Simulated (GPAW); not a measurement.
Runs of GPAW 26.7.0 on TaTe. It takes space group Pm-3m (No. 221, cubic). The conventional cell has a = 3.420 Å, b = 3.420 Å, c = 3.420 Å, α = 90.00°, β = 90.00°, γ = 90.00°. Ta (site symmetry m-3m) is surrounded by 8 Te at 2.96 Å. Te (site symmetry m-3m) is surrounded by 8 Ta at 2.96 Å. The cell was built by a generator and needn't be a form met in nature.

```csv
task,level,potentials or basis,U,k mesh for the DOS,dos width,gap on the mesh (eV),pressure (GPa)
density of states,PBEsol+U,"PAW data sets generated in the run's folder for this functional, pw",Ta d U = 4 eV,12 × 12 × 12,0.2 eV,none,0.8
density of states,PBEsol+U,"PAW data sets generated in the run's folder for this functional, pw",Ta d U = 6 eV,12 × 12 × 12,0.2 eV,none,(c)
density of states,PBEsol+U,"PAW data sets generated in the run's folder for this functional, pw",Ta d U = 8 eV,12 × 12 × 12,0.2 eV,none,(b)
single point,PBE,"GPAW PAW data sets (gpaw-data 1.2.1), pw",-,-,-,none,(a)
density of states,PBEsol+U,"PAW data sets generated in the run's folder for this functional, pw",Ta d U = 2 eV,12 × 12 × 12,0.2 eV,none,-3.4
density of states,PBEsol,"PAW data sets generated in the run's folder for this functional, pw",-,12 × 12 × 12,0.2 eV,none,-5.9
density of states,PBEsol+U,"PAW data sets generated in the run's folder for this functional, pw",Ta d U = 5 eV,12 × 12 × 12,0.2 eV,none,3.1
density of states,PBEsol+U,"PAW data sets generated in the run's folder for this functional, pw",Ta d U = 1 eV,12 × 12 × 12,0.2 eV,none,-4.7
density of states,PBEsol+U,"PAW data sets generated in the run's folder for this functional, pw",Ta d U = 3 eV,12 × 12 × 12,0.2 eV,none,-1.7
```

Alike in all rows: no spin polarisation; cell as given; k mesh 8 × 8 × 8; cutoff (eV) 600; smearing fermi-dirac 0.05 eV.

Question: Estimate the missing entries.

Answer: (a) -0.5; (b) 12.6; (c) 5.5.

Caveats: U without spin polarisation on a metal has little footing (some runs); the U is typed as a test and isn't derived for this compound (some runs).

A k mesh can miss the band edges, and the runs leave out spin-orbit coupling on Ta, Te.

A gap of «none» marks a metal or a gap under the smearing width.
